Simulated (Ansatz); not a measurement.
# PBE0/def2-SVPD (core potential) run of CH3In (SMILES C[In])

Aim: the vertical electron affinity of CH3In at PBE0/def2-SVPD (core potential), from 2 runs. 

Program for the calculation: Ansatz 0.2.0.

46 further runs of the same task are left out: 5 that didn't finish, 41 set aside as unsound or not needed.

### Step 1. The structure to begin with

CH3In: 5 atoms, total charge 0, spin state singlet. SMILES: `C[In]`. The shape is that of a PBE0-D4/def2-TZVP optimisation.

Bond lengths: C1–In2 2.238 Å, C1–H3 1.096 Å, C1–H4 1.096 Å, C1–H5 1.096 Å. Angles: In2–C1–H3 111.3°, In2–C1–H4 111.3°, In2–C1–H5 111.3°, H3–C1–H4 107.6°, H3–C1–H5 107.6°, H4–C1–H5 107.6°.

### Step 2. A single-point energy at PBE0/def2-SVPD (core potential)

The input, job.yaml:

```yaml
crystal:
  periodic: [false, false, false]
  atoms:
    - {symbol: C, position_ang: [-0.182770, 0.073150, -0.070580]}
    - {symbol: In, position_ang: [1.772750, -0.709460, 0.684610]}
    - {symbol: H, position_ang: [-0.972960, -0.040920, 0.680150]}
    - {symbol: H, position_ang: [-0.502560, -0.460530, -0.972760]}
    - {symbol: H, position_ang: [-0.114460, 1.137770, -0.321410]}
basis:
  gaussian: {orbitals: def2-SVPD}
hamiltonian: {xc: {name: PBE0}}
accuracy: high
output: {orbitals: {seedname: orbitals}}
```

Run with:

```bash
$ ansatz run job.yaml --threads 1 --pin off --max-ram 3480MiB --events-out events.jsonl --progress --plain --runs-dir runs
```

Standard output:

```text
Warning: RAYON_NUM_THREADS=1 ignored (pool sized by the plan → 1); use --threads N
Functional definition: PBE0
  name "PBE0"
  parameter a = 0.25
  parameter kappa = 0.804
  parameter beta = 0.06672455060314922
  exchange = (1 - a)*pbe_x(kappa = kappa, mu = beta*pi^2/3) + a*exact_x
  correlation = pbe_c(beta = beta)
1696 factors; integrals over basis functions are off by at most 3.1e-9 eV
mean field evaluation 1: about -6250.8661 eV, gradient 4.9e1 eV
mean field evaluation 2: about -6241.7424 eV, gradient 6.8e1 eV
mean field evaluation 4: about -6257.3093 eV, gradient 7.6e-1 eV
mean field evaluation 8: about -6257.3087 eV, gradient 4.1e-3 eV
mean field evaluation 16: about -6257.3087 eV, gradient 5.8e-8 eV
mean field -6257.30868387 eV, -229.9518527761 hartree, gradient 5.9e-8 eV, S^2 0.000000; 0 other end points of the search recorded, 0 dependent functions left out
reference -6257.30868654 eV, -229.9518528743 hartree; 15, 15 occupied and 61, 61 virtual orbitals, 1696 factors
Total energy: -6257.30868654 eV, -229.9518528743 hartree
```

Wall time 4.8 s (1 thread of Arm Neoverse V1, shared host); peak memory 0.21 GiB.

### Step 3. The doublet anion at the same level

Edit job.yaml of step 2 so:

```diff
@@ -10,2 +10,4 @@
   gaussian: {orbitals: def2-SVPD}
+total_charge: -1
+magnetization: {spin_polarized: true, initial_magnetization: 1}
 hamiltonian: {xc: {name: PBE0}}
```

Run with:

```bash
$ ansatz run job.yaml --threads 1 --pin off --max-ram 3480MiB --events-out events.jsonl --progress --plain --runs-dir runs
```

Standard output, shortened:

```text
Warning: RAYON_NUM_THREADS=1 ignored (pool sized by the plan → 1); use --threads N
[... 2 set-up lines as earlier in the session ...]
[...]
1697 factors; integrals over basis functions are off by at most 3.1e-9 eV
[...]
mean field -6257.17563191 eV, -229.9469632069 hartree, gradient 1.5e-8 eV, S^2 0.755735; 9 other end points of the search recorded, 0 dependent functions left out
reference -6257.17563481 eV, -229.9469633132 hartree; 16, 15 occupied and 60, 61 virtual orbitals, 1697 factors
Total energy: -6257.17563481 eV, -229.9469633132 hartree
```

It took 97 s on 1 thread of Arm Neoverse V1, shared host; peak memory 0.34 GiB.

### Step 4. Outcome

At PBE0/def2-SVPD (core potential):

| quantity | value |
| --- | --- |
| singlet CH3In: total energy | -229.95185 Eh |
| singlet CH3In: HOMO energy | -5.42 eV |
| singlet CH3In: LUMO energy | -1.44 eV |
| singlet CH3In: HOMO–LUMO gap | 3.98 eV |
| doublet anion: total energy | -229.94696 Eh |
| doublet anion: HOMO energy (highest over α and β) | 1.75 eV |
| doublet anion: LUMO energy (lowest over α and β) | 3.26 eV |
| doublet anion: ⟨S²⟩ | 0.756 |
| vertical electron affinity (to the doublet anion) | -0.133 eV |

**Reading.** The anion lies 0.13 eV (3.1 kcal/mol) above the neutral: the electron isn't bound at this level, and such a value depends on the basis. The HOMO (doublet anion) lies at positive energy, 1.75 eV; only total energies tell whether the electron is bound.
